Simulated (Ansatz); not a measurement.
**C₅H₁₀BN: how energies converge with the basis set**

Aim: see how fast density functionals converge with the basis set for C₅H₁₀BN.

The runs use Ansatz 0.2.0, Gaussian basis; one geometry, several basis sets.

The runs, in order: PBE0-D4/def2-SVP; ωB97M-V/def2-SVP; PBE0-D4/def2-QZVPP; ωB97M-V/def2-QZVPP; the functionals' def2-TZVPP values are taken from earlier runs.

1 further run of the same task is left out (it didn't finish).

## Step 1: The geometry

The geometry comes from an earlier relaxation with PBE0-D4 in a triple-zeta def2 set; it is a stationary point, not always the lowest conformer.

SMILES `BN(C=C)CC=C`, 17 atoms, charge 0, spin multiplicity 1.

Atoms are counted from 1 here; the program's logs count them from 0.

Bond lengths: B1–N2 1.399 Å, B1–H8 1.195 Å, B1–H9 1.195 Å, N2–C3 1.398 Å, N2–C5 1.457 Å, C3–C4 1.329 Å, C3–H10 1.084 Å, C4–H11 1.081 Å, C4–H12 1.081 Å, C5–C6 1.498 Å, C5–H13 1.092 Å, C5–H14 1.095 Å, C6–C7 1.324 Å, C6–H15 1.088 Å, C7–H16 1.086 Å, C7–H17 1.083 Å. Angles: N2–B1–H8 118.9°, N2–B1–H9 118.7°, H8–B1–H9 122.4°, B1–N2–C3 121.0°, B1–N2–C5 121.5°, C3–N2–C5 117.5°, N2–C3–C4 127.1°, N2–C3–H10 112.5°, C4–C3–H10 120.5°, C3–C4–H11 123.4°, C3–C4–H12 119.0°, H11–C4–H12 117.5°, N2–C5–C6 113.7°, N2–C5–H13 106.5°, N2–C5–H14 109.7°, C6–C5–H13 108.9°, C6–C5–H14 110.3°, H13–C5–H14 107.4° and more.

## Step 2: PBE0-D4 in def2-SVP

in.yaml reads:

```yaml
crystal:
  periodic: [false, false, false]
  atoms:
    - {symbol: B, position_ang: [-0.981895, 2.206945, 0.003304]}
    - {symbol: N, position_ang: [-0.640309, 0.869038, -0.221899]}
    - {symbol: C, position_ang: [-0.519221, 0.366803, -1.520580]}
    - {symbol: C, position_ang: [-0.209305, -0.877177, -1.872694]}
    - {symbol: C, position_ang: [-0.404173, -0.053078, 0.881211]}
    - {symbol: C, position_ang: [1.039844, -0.398443, 1.077378]}
    - {symbol: C, position_ang: [1.487988, -1.610993, 1.361906]}
    - {symbol: H, position_ang: [-1.092353, 2.593146, 1.128995]}
    - {symbol: H, position_ang: [-1.153356, 2.921631, -0.939057]}
    - {symbol: H, position_ang: [-0.719994, 1.118186, -2.275987]}
    - {symbol: H, position_ang: [0.024418, -1.656409, -1.161266]}
    - {symbol: H, position_ang: [-0.167661, -1.130611, -2.923163]}
    - {symbol: H, position_ang: [-0.776734, 0.438693, 1.782715]}
    - {symbol: H, position_ang: [-0.995692, -0.963220, 0.735448]}
    - {symbol: H, position_ang: [1.732863, 0.437565, 1.013175]}
    - {symbol: H, position_ang: [0.817847, -2.463647, 1.423873]}
    - {symbol: H, position_ang: [2.538832, -1.798730, 1.546543]}
basis:
  gaussian: {orbitals: def2-SVP}
hamiltonian: {xc: pbe0, dispersion: d4}
output: {orbitals: {seedname: orbitals}}
```

Started as:

```bash
$ ansatz run in.yaml --threads 4 --pin off --events-out ev --progress --plain --max-ram 11315MiB
```

After this run come: ωB97M-V in def2-SVP; PBE0-D4 in def2-QZVPP; ωB97M-V in def2-QZVPP.

**Question.** What will the summary of the whole plan be? Wanted: PBE0-D4: double and triple zeta above quadruple; ωB97M-V: double and triple zeta above quadruple.

The runs gave:

```
                                       quantity          value
PBE0-D4: double and triple zeta above quadruple  8.56, 0.42 eV
ωB97M-V: double and triple zeta above quadruple  9.00, 0.40 eV
```

In words: For PBE0-D4 the step from double to triple zeta gains 8.14 eV and the next only 0.42 eV. These are total energies; as a rule much of such shifts cancels in differences, which this series doesn't test. The LUMO of ωB97M-V is positive and keeps falling with the basis (1.61 to 1.01 eV): an unbound level that the basis holds in place.
